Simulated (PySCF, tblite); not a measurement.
# C₄H₅BCl₂: geometry, infrared bands and NMR shifts

What infrared bands and NMR shifts should C₄H₅BCl₂ (`ClB(Cl)CC1C=C1`) show?

The runs use tblite 0.8.0 and PySCF 2.14.0, with density-fitted response routines of our own; the level of theory stands in each step. All values are computed, except where a source is named. Atoms are numbered from 0 throughout.

## (1) Starting geometry

12 atoms, charge 0, multiplicity 1; geometry from: force field or distance geometry start.

Bonds of the start (Å): Cl0–B1 1.84, B1–Cl2 1.88, B1–C3 1.57, C3–C4 1.48, C4–C5 1.47, C5–C6 1.33, C6–C4 1.49, C3–H7 1.10, C3–H8 1.11, C4–H9 1.13, C5–H10 1.10, C6–H11 1.09.

## (2) Geometry optimisation with GFN2-xTB

Job settings and geometry (Å):

```
{"job": {"kind": "relax", "xc": "GFN2-xTB", "basis": "xTB"}, "charge": 0, "multiplicity": 1}
Cl     1.252900     2.464400    -0.245200
B      1.713500     0.707000     0.064100
Cl     2.865700     0.286900     1.490500
C      0.745100    -0.405500    -0.486500
C     -0.689300    -0.033600    -0.538200
C     -1.481500     0.367500     0.637700
C     -1.563600    -0.911700     0.286700
H      0.858200    -1.310000     0.131300
H      1.082200    -0.646200    -1.511300
H     -1.096100     0.203500    -1.566200
H     -1.748700     1.205100     1.298600
H     -1.936900    -1.928000     0.412300
```

Run with:

```bash
> OMP_NUM_THREADS=1 python probes_run.py task.json out
```

This one command runs all jobs of the session in turn.

**Question.** This job is followed by: GFN2-xTB harmonic vibrations, gas phase; GIAO PBE0/pcSseg-1 NMR shielding, non-relativistic, gas phase. Predict these results of the whole session: strongest single infrared mode (GFN2-xTB); zero-point energy (GFN2-xTB); ¹³C shifts against TMS (PBE0/pcSseg-1, means over atoms taken as alike); ¹H shifts against TMS (PBE0/pcSseg-1, means over atoms taken as alike); ³⁵Cl shifts against HCl (PBE0/pcSseg-1, means over atoms taken as alike); ¹¹B shifts against BF3·OEt2 (PBE0/pcSseg-1).

The runs gave:

```
                                                                quantity                  value
                               strongest single infrared mode (GFN2-xTB)    727 cm⁻¹, 85 km/mol
                                            zero-point energy (GFN2-xTB)          49.5 kcal/mol
 ¹³C shifts against TMS (PBE0/pcSseg-1, means over atoms taken as alike)  128.3, 45.0, 16.4 ppm
  ¹H shifts against TMS (PBE0/pcSseg-1, means over atoms taken as alike)   7.56, 2.06, 1.51 ppm
³⁵Cl shifts against HCl (PBE0/pcSseg-1, means over atoms taken as alike)                281 ppm
                             ¹¹B shifts against BF3·OEt2 (PBE0/pcSseg-1)               64.4 ppm
```

What this shows: The optimisation took 74 steps and gained 0.725 eV; among the close pairs (by a distance rule), B1–Cl2 changed most, from 1.881 to 1.723 Å. The lowest mode is slightly imaginary (13i cm⁻¹), a soft motion within the noise of the Hessian, so the minimum is not strictly shown. The strongest single mode, at 727 cm⁻¹, has its largest shares on B1, H11 and H10 (the list is cut at 3 atoms). Unscaled tight-binding wavenumbers are off by several per cent, some by more. Its intensities can rank the bands wrongly. The most deshielded carbon is C5, C6 (mean) (alkene CH), at 128.3 ppm: an sp2 carbon of a C=C bond. The most deshielded hydrogen is H10, H11 (mean) (hydrogen on an alkene CH), at 7.56 ppm: attached to an sp2 carbon and in the plane of the double bond. At PBE0/pcSseg-1: Shielding is most anisotropic at Cl0, Cl2 (span 535 ppm, paramagnetic term -478 ppm).
